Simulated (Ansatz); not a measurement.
# Mg5Cr2Fe3O5: the cost of one run

Method: DFT PBE, scalar-relativistic, plane waves, PAW, in Ansatz 0.2.0.

**1. The system as given**

The structure is tetragonal, space group P4/mmm (No. 123). The conventional cell has a = 2.885 Å, b = 2.885 Å, c = 18.640 Å, α = 90.00°, β = 90.00°, γ = 90.00°. Around Cr (site symmetry 4mm) lie 1 O at 2.18 Å and 4 Fe at 2.49 Å. Fe (site symmetry 4mm) has 4 Cr at 2.49 Å and 9 Fe at 2.49 to 2.88 Å as nearest neighbours. Fe (site symmetry 4/mmm) has 12 Fe at 2.49 to 2.88 Å and 2 Cr at 2.84 Å as nearest neighbours. O (site symmetry 4mm) is surrounded by 5 Mg at 2.04 to 2.15 Å and 1 Cr at 2.18 Å. Mg (site symmetry 4mm) is surrounded by 5 O at 2.04 to 2.15 Å. Around O (site symmetry 4mm) lie 6 Mg at 2.04 to 2.15 Å. Mg (site symmetry 4mm) is surrounded by 6 O at 2.04 to 2.15 Å. Around O (site symmetry 4/mmm) lie 6 Mg at 2.04 to 2.15 Å. Only part of the 9 independent sites is listed.

Coordinates:

```xyz
30
Lattice="2.8850 2.8850 0.0000 -2.8850 2.8850 0.0000 0.0000 0.0000 18.6400" Properties=species:S:1:pos:R:3 pbc="T T T"
Cr    0.0000    0.0000    0.0000
Cr    0.0000    2.8850    0.0000
Fe   -1.4425    1.4425    1.4200
Fe    1.4425    1.4425    1.4200
Fe    0.0000    0.0000    2.8400
Fe    0.0000    2.8850    2.8400
Fe   -1.4425    1.4425    4.2600
Fe    1.4425    1.4425    4.2600
Cr    0.0000    0.0000    5.6800
Cr    0.0000    2.8850    5.6800
O     0.0000    0.0000    7.8600
O     0.0000    2.8850    7.8600
Mg   -1.4425    1.4425    7.8600
Mg    1.4425    1.4425    7.8600
O    -1.4425    1.4425   10.0100
O     1.4425    1.4425   10.0100
Mg    0.0000    0.0000   10.0100
Mg    0.0000    2.8850   10.0100
O     0.0000    0.0000   12.1600
O     0.0000    2.8850   12.1600
Mg   -1.4425    1.4425   12.1600
Mg    1.4425    1.4425   12.1600
O    -1.4425    1.4425   14.3100
O     1.4425    1.4425   14.3100
Mg    0.0000    0.0000   14.3100
Mg    0.0000    2.8850   14.3100
O     0.0000    0.0000   16.4600
O     0.0000    2.8850   16.4600
Mg   -1.4425    1.4425   16.4600
Mg    1.4425    1.4425   16.4600
```

**2. Relaxing the atoms: Mg5Cr2Fe3O5, moments −−++++++−−**

File input.yaml:

```yaml
crystal:
  lattice:
    - [2.885, 2.885, 0.0]
    - [-2.885, 2.885, 0.0]
    - [0.0, 0.0, 18.64]
  atoms:
    - { symbol: Cr, position: [0.0, 0.0, 0.0], spin: -1.0 }
    - { symbol: Cr, position: [0.5, 0.5, 0.0], spin: -1.0 }
    - { symbol: Fe, position: [0.0, 0.5, 0.0761802575], spin: 2.6 }
    - { symbol: Fe, position: [0.5, 0.0, 0.0761802575], spin: 2.6 }
    - { symbol: Fe, position: [0.0, 0.0, 0.152360515], spin: 2.6 }
    - { symbol: Fe, position: [0.5, 0.5, 0.152360515], spin: 2.6 }
    - { symbol: Fe, position: [0.0, 0.5, 0.2285407725], spin: 2.6 }
    - { symbol: Fe, position: [0.5, 0.0, 0.2285407725], spin: 2.6 }
    - { symbol: Cr, position: [0.0, 0.0, 0.30472103], spin: -1.0 }
    - { symbol: Cr, position: [0.5, 0.5, 0.30472103], spin: -1.0 }
    - { symbol: O, position: [0.0, 0.0, 0.4216738197] }
    - { symbol: O, position: [0.5, 0.5, 0.4216738197] }
    - { symbol: Mg, position: [0.0, 0.5, 0.4216738197] }
    - { symbol: Mg, position: [0.5, 0.0, 0.4216738197] }
    - { symbol: O, position: [0.0, 0.5, 0.5370171674] }
    - { symbol: O, position: [0.5, 0.0, 0.5370171674] }
    - { symbol: Mg, position: [0.0, 0.0, 0.5370171674] }
    - { symbol: Mg, position: [0.5, 0.5, 0.5370171674] }
    - { symbol: O, position: [0.0, 0.0, 0.652360515] }
    - { symbol: O, position: [0.5, 0.5, 0.652360515] }
    - { symbol: Mg, position: [0.0, 0.5, 0.652360515] }
    - { symbol: Mg, position: [0.5, 0.0, 0.652360515] }
    - { symbol: O, position: [0.0, 0.5, 0.7677038627] }
    - { symbol: O, position: [0.5, 0.0, 0.7677038627] }
    - { symbol: Mg, position: [0.0, 0.0, 0.7677038627] }
    - { symbol: Mg, position: [0.5, 0.5, 0.7677038627] }
    - { symbol: O, position: [0.0, 0.0, 0.8830472103] }
    - { symbol: O, position: [0.5, 0.5, 0.8830472103] }
    - { symbol: Mg, position: [0.0, 0.5, 0.8830472103] }
    - { symbol: Mg, position: [0.5, 0.0, 0.8830472103] }
magnetization:
  spin_polarized: true
scf:
  occupations: { method: fermi_dirac, width: 0.05 }
output:
  forces: true
  stress: true
  populations: true
  write_density: true
  write_potential: true
  elf: true
  volumetric_format: npy
hamiltonian:
  xc: pbe
relax:
  f_tol: 0.03
kpoints:
  mp_grid: { grid: [10, 10, 2] }
```

Run with:

```console
$ ansatz run input.yaml --threads 8 --pin off --max-ram 26624MiB --backend cpu --events-out ev --progress --plain --runs-dir out
```

**Question.** How long does this run take on 8 threads of Intel Xeon Platinum 8488C (Sapphire Rapids), shared host, and how much memory does it need?

About 4.9 min, with a peak of 5.5 GiB.
